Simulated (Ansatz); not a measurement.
**Nb3In (database structure): how the settings move a single-point run**

Aim: see which settings change the result for Nb3In (database structure), by how much, and at what cost.

Program: Ansatz 0.2.0. Level of theory: reference: DFT r2SCAN, plane waves, PAW, scalar-relativistic, no spin polarisation. These are calculated values, not measurements.

## (1) The system as given

The structure is cubic, space group Pm-3n (No. 223). The conventional cell has a = 5.316 Å, b = 5.316 Å, c = 5.316 Å, α = 90.00°, β = 90.00°, γ = 90.00°. Nb (site symmetry -4m2) is surrounded by 2 Nb at 2.66 Å and 4 In at 2.97 Å. In (site symmetry m-3) is surrounded by 12 Nb at 2.97 Å.

Coordinates:

```xyz
8
Lattice="5.3164 0.0000 0.0000 0.0000 5.3164 0.0000 0.0000 0.0000 5.3164" Properties=species:S:1:pos:R:3 pbc="T T T"
Nb    1.3291    0.0000    2.6582
Nb    2.6582    3.9873    0.0000
Nb    3.9873    0.0000    2.6582
Nb    2.6582    1.3291    0.0000
Nb    0.0000    2.6582    3.9873
Nb    0.0000    2.6582    1.3291
In    0.0000    0.0000    0.0000
In    2.6582    2.6582    2.6582
```

## (2) The reference run

The input, input.yaml:

```yaml
crystal:
  lattice:
    - [5.316387, 0.0, 0.0]
    - [0.0, 5.316387, 0.0]
    - [0.0, 0.0, 5.316387]
  atoms:
    - { symbol: Nb, position: [0.25, 0.0, 0.5] }
    - { symbol: Nb, position: [0.5, 0.75, 0.0] }
    - { symbol: Nb, position: [0.75, 0.0, 0.5] }
    - { symbol: Nb, position: [0.5, 0.25, 0.0] }
    - { symbol: Nb, position: [0.0, 0.5, 0.75] }
    - { symbol: Nb, position: [0.0, 0.5, 0.25] }
    - { symbol: In, position: [0.0, 0.0, 0.0] }
    - { symbol: In, position: [0.5, 0.5, 0.5] }
  symmetry: { tolerance: 0.0003 }
kpoints:
  mp_grid: { grid: [4, 4, 4], shift: [0, 0, 0] }
magnetization:
  spin_polarized: false
scf:
  occupations: { method: fermi_dirac, width: 0.0295 }
hamiltonian:
  pseudopotentials: { kind: paw }
  xc: r2scan
basis:
  ecutwfc: 500
output:
  forces: true
  stress: true
  eigenvalues: true
  write_density: true
  write_potential: true
  elf: true
  volumetric_format: npy
```

Run with:

```console
> ansatz run input.yaml --threads 1 --pin off --max-ram 2560MiB --backend cpu --events-out ev --progress --plain --runs-dir out
```

## (3) Variant: hubbard.sites [{species: Nb, l: d, u_eff: 2.0}], hubbard.double_counting fll

Edit input.yaml of step 2 so:

```diff
@@ -24,2 +24,3 @@
   xc: r2scan
+  hubbard: { sites: [{ species: Nb, l: d, u_eff: 2.0 }], double_counting: fll }
 basis:
@@ -30,5 +31 @@
   eigenvalues: true
-  write_density: true
-  write_potential: true
-  elf: true
-  volumetric_format: npy
```

## (4) Variant: preconditioner none, pseudopotentials.kind nc, pseudopotentials.accuracy standard, hubbard.sites [{species: Nb, l: d, u_eff: 6.0}], hubbard.double_counting amf

Edit input.yaml of step 2 so:

```diff
@@ -21,5 +21,7 @@
   occupations: { method: fermi_dirac, width: 0.0295 }
+  mixing: { preconditioner: none }
 hamiltonian:
-  pseudopotentials: { kind: paw }
+  pseudopotentials: { kind: nc, accuracy: standard }
   xc: r2scan
+  hubbard: { sites: [{ species: Nb, l: d, u_eff: 6.0 }], double_counting: amf }
 basis:
@@ -30,5 +32 @@
   eigenvalues: true
-  write_density: true
-  write_potential: true
-  elf: true
-  volumetric_format: npy
```

## (5) Variant: symmetry.detect false, tolerance left out

Edit input.yaml of step 2 so:

```diff
@@ -14,3 +14,3 @@
     - { symbol: In, position: [0.5, 0.5, 0.5] }
-  symmetry: { tolerance: 0.0003 }
+  symmetry: { detect: false }
 kpoints:
@@ -30,5 +30 @@
   eigenvalues: true
-  write_density: true
-  write_potential: true
-  elf: true
-  volumetric_format: npy
```

## (6) The same system, input altered

Edit input.yaml of step 2 so:

```diff
@@ -21,2 +21,3 @@
   occupations: { method: fermi_dirac, width: 0.0295 }
+  max_iter: 80
 hamiltonian:
@@ -24,2 +25,3 @@
   xc: r2scan
+  hubbard: { sites: [{ species: Nb, l: d, u_eff: 40.0 }] }
 basis:
@@ -30,5 +32 @@
   eigenvalues: true
-  write_density: true
-  write_potential: true
-  elf: true
-  volumetric_format: npy
```

(Steps that only read results are left out.)

Before running it: what results should come out? Wanted: for each run, ending; energy change; pressure; gap; force.

The runs gave:

```csv
run,ending,energy change,pressure (GPa),gap (eV),force (eV/Å),cycles,time
reference,converged,0,-1.0,0.00,0.00,7,18 s
"1: hubbard.sites [{species: Nb, l: d, u_eff: 2.0}], hubbard.double_counting fll",converged,+1.82 eV/atom (U changed: no physical gain or loss),0.3,0.00,0.00,9,21 s
"2: preconditioner none, pseudopotentials.kind nc, pseudopotentials.accuracy standard, hubbard.sites [{species: Nb, l: d, u_eff: 6.0}], hubbard.double_counting amf",converged,not comparable,0.2,0.00,0.00,12,22 s
"3: symmetry.detect false, tolerance left out",converged,0.0 meV/atom,-1.0,0.00,0.00,9,85 s
"4: hubbard.sites [{species: Nb, l: d, u_eff: 40.0}]",converged,+18.39 eV/atom (U changed: no physical gain or loss),200.7,0.00,0.00,16,41 s
```

Times don't compare one to one where runs were asked for different outputs or read a saved state (see the inputs); cycles may leave out searches for a lower state.

Residual by cycle in the longest SCF loop of each run; runs are numbered as in the table. The quantity is the density residual dr2, in eV.

```csv
cycle,reference,run 1,run 2,run 3,run 4
1,0.239,8.89,11.3,0.239,23
2,0.0692,2.77,0.543,0.0691,10.2
4,8.0e-5,0.00661,0.0803,8.7e-5,4.57
5,2.7e-6,8.6e-4,0.121,1.6e-5,7.52
6,1.4e-7,8.9e-5,0.00145,5.2e-6,5.76
8,-,2.2e-7,1.7e-5,1.0e-7,1.46
9,-,3.5e-9,1.1e-5,2.5e-9,0.609
11,-,-,1.8e-7,-,0.0482
12,-,-,3.8e-8,-,0.0133
13,-,-,-,-,1.4e-4
15,-,-,-,-,5.9e-7
16,-,-,-,-,4.9e-8
```

What this shows: «symmetry.detect false, tolerance left out» leaves the energy as it was. Run 2 ran under the cutoff that the potentials recommend, as the log warns, so basis error is mixed into its values, and swamps them where the cutoff is far short. A changed U is a change of model: its shifts are not errors of convergence. Of the variants the dearest is «symmetry.detect false, tolerance left out» (85 s), the cheapest «hubbard.sites [{species: Nb, l: d, u_eff: 2.0}], hubbard.double_counting fll» (21 s), on a shared host.

Caveats on the reference run: it is run without spin, though an odd electron count or open d shells could carry moments.
